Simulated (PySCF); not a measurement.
# Ways to converge the SCF of SnBr⁻ (triplet)

Do solver options change the result for SnBr⁻ (triplet), or only the number of cycles?

Computed with PySCF 2.14.0. Level: each script names its method and basis.

6 further runs of the same task are left out: 2 for a known fault of the program, 4 that didn't finish.

### 1 The system as given

SnBr⁻ (triplet): 2 atoms, charge -1, spin multiplicity 3.

Bond lengths: Sn1–Br2 2.308 Å.

### 2 The base run

Input file input.py:

```python
from pyscf import gto, scf, mp

mol = gto.M(
    atom='Sn 0 0 0; Br 0 0 2.308',
    basis='def2-svpd',
    ecp={'Sn': 'def2-svpd'},
    charge=-1,
    spin=2,
    verbose=3,
)
mf = scf.UHF(mol)
mf.kernel()
mp.MP2(mf, frozen=13).kernel()
mf.dip_moment()
print('orbital energies (hartree):', [e[max(0, n-3):n+3].round(4) for e, n in zip(mf.mo_energy, mol.nelec)])
```

On the command line:

```console
$ python input.py
```

Its log is not repeated here.

It gives: E(SCF) = -2785.512416 Eh, E(MP2) − E(SCF) = -0.31939 Eh, ⟨S²⟩ = 2.024.

The bond length is a typed value, not an optimised one. The dipole of an ion depends on the origin. The triplet is typed in the script; nothing here shows that it is the ground state.

### 3 DIIS space 4

Edit 1 changes DIIS space: default → 4.

Input file input.py:

```python
from pyscf import gto, scf, mp

mol = gto.M(
    atom='Sn 0 0 0; Br 0 0 2.308',
    basis='def2-svpd',
    ecp={'Sn': 'def2-svpd'},
    charge=-1,
    spin=2,
    verbose=3,
)
mf = scf.UHF(mol)
mf.diis_space = 4
mf.kernel()
mp.MP2(mf, frozen=13).kernel()
mf.dip_moment()
print('orbital energies (hartree):', [e[max(0, n-3):n+3].round(4) for e, n in zip(mf.mo_energy, mol.nelec)])
```

On the command line:

```console
$ python input.py
```

### 4 Damping 0.2

Edit 2 changes damping: none → 0.2.

Edit input.py of step 2 so:

```diff
@@ -11,2 +11,4 @@
 mf = scf.UHF(mol)
+mf.damp = 0.2
+mf.diis_start_cycle = 8
 mf.kernel()
```

### 5 Point-group symmetry on

Edit 3 changes point-group symmetry: off → on.

Edit input.py of step 2 so:

```diff
@@ -8,2 +8,3 @@
     spin=2,
+    symmetry=True,
     verbose=3,
```

Before running it: what results should come out? Wanted: for each run, E(SCF); from base; after the SCF.

**Answer**, as computed:

| run | E(SCF) (hartree) | from base (eV) | after the SCF |
| --- | --- | --- | --- |
| base | -2785.512416 | 0 | MP2 correlation -8.691 eV, core frozen |
| DIIS space 4 | -2785.512416 | 0.0000 | MP2 correlation -8.691 eV, core frozen |
| damping 0.2 | -2785.512416 | 0.0000 | MP2 correlation -8.691 eV, core frozen |
| point-group symmetry on | -2785.512416 | 0.0000 | MP2 correlation -8.691 eV, core frozen |

The SCF energy stays the same, to the digits that matter, with DIIS space 4 or damping 0.2 or point-group symmetry on.
